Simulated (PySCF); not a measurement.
# PF₆−: magnetic properties

What do calculations give for the magnetic properties of PF₆− (`F[P@OH8-](F)(F)(F)(F)F`)?

Programs: PySCF 2.14.0, with routines of our own; each step states its level. All values are computed. Atoms count from 0.

## (1) The starting structure

7 atoms, charge -1, multiplicity 1; geometry from: GFN2-xTB.

## (2) Magnetic properties: GIAO CAM-B3LYP/aug-pcSseg-1

Job settings and geometry (Å):

```
{"job": {"kind": "mag", "xc": "CAM-B3LYP", "basis": "aug-pcSseg-1", "isotopologues": 2}, "charge": -1, "multiplicity": 1}
F     -0.618281    -1.489140     0.220833
P      0.000454     0.000676    -0.003844
F      0.928687    -0.566989    -1.215911
F     -0.927792     0.568229     1.208208
F      1.187125    -0.331277     1.061597
F     -1.186071     0.332679    -1.069295
F      0.619211     1.490726    -0.228666
```

With the program's defaults for keys left out, this is: GIAO CAM-B3LYP/aug-pcSseg-1 magnetisability, rotational g tensor and spin-rotation constants, non-relativistic, gas phase.

Command:

```console
$ OMP_NUM_THREADS=1 python excited_run.py task.json out
```

The driver reads the jobs from task.json and runs them one after another.

Log:

```text
coarse grid: 8144 points
cycle   1  E = -940.2704520902  dE =  9.784e-01  |g| = 1.249e+00  |ddm| = 2.982e+00
cycle   2  E = -940.1963524026  dE =  7.410e-02  |g| = 1.529e+00  |ddm| = 1.933e+00
cycle   3  E = -940.5056655768  dE = -3.093e-01  |g| = 2.569e-02  |ddm| = 9.413e-01
cycle   4  E = -940.5057774903  dE = -1.119e-04  |g| = 8.413e-03  |ddm| = 3.581e-02
cycle   5  E = -940.5057875739  dE = -1.008e-05  |g| = 1.737e-03  |ddm| = 8.222e-03
cycle   6  E = -940.5057881750  dE = -6.011e-07  |g| = 2.864e-04  |ddm| = 2.374e-03
final grid: 81552 points
cycle   7  E = -940.5704875018  dE = -1.229e-05  |g| = 4.158e-03  |ddm| = 2.509e-02
cycle   8  E = -940.5704868870  dE =  6.148e-07  |g| = 4.789e-03  |ddm| = 5.419e-03
cycle   9  E = -940.5704897712  dE = -2.884e-06  |g| = 9.251e-05  |ddm| = 2.591e-03
cycle  10  E = -940.5704897723  dE = -1.115e-09  |g| = 6.575e-05  |ddm| = 2.084e-04
cycle  11  E = -940.5704897728  dE = -4.973e-10  |g| = 2.760e-05  |ddm| = 5.583e-05
converged SCF energy = -940.5704897728

Magnetisability tensor (1e-30 J/T^2)
     -920.53        0.00       -0.00
        0.00     -920.53        0.00
       -0.00        0.00     -920.53
isotropic -920.53   principal values    -920.54   -920.53   -920.53
isotropic susceptibility -55.436 1e-6 cm^3/mol

Inertial axes            a          b          c
rot. const./GHz      2.5073     2.5066     2.5056
chi total           -55.436    -55.436    -55.436
chi diamagnetic    -495.716   -495.716   -495.716
chi paramagnetic    440.280    440.280    440.280
quadrupole/D A       -0.000     -0.000     -0.000
g nuclear            0.4773     0.4772     0.4770
g electronic        -0.5186    -0.5185    -0.5183
g total             -0.0413    -0.0413    -0.0413

Spin-rotation constants (kHz, H = +C I.J)
atom  isotope        aa         bb         cc
  0    19F        3.193      3.192      3.191
  1    31P        3.276      3.275      3.274
  2    19F        3.193      3.192      3.191
  3    19F        3.193      3.192      3.191
  4    19F        3.193      3.192      3.191
  5    19F        3.193      3.192      3.191
  6    19F        3.194      3.193      3.191

Isotopologues: g along a, b, c
```

Wall time 44 s (1 thread of Arm Neoverse N1, shared host); peak memory 0.8 GiB.

Key values:

```
              quantity                      value
       magnetisability            -921·10⁻³⁰ J/T²
  molar susceptibility         -55.4·10⁻⁶ cm³/mol
rotational g (a, b, c)  -0.0413, -0.0413, -0.0413
```

## (3) What came out

| quantity | value |
| --- | --- |
| magnetisability (step 2, GIAO CAM-B3LYP/aug-pcSseg-1) | -921·10⁻³⁰ J/T² |
| molar susceptibility (step 2, GIAO CAM-B3LYP/aug-pcSseg-1) | -55.4·10⁻⁶ cm³/mol |
| rotational g (a, b, c) (step 2, GIAO CAM-B3LYP/aug-pcSseg-1) | -0.0413, -0.0413, -0.0413 |

For an ion, the motion of the centre of mass in the field is left out. Vibrational averaging and real surroundings are missing from these values.
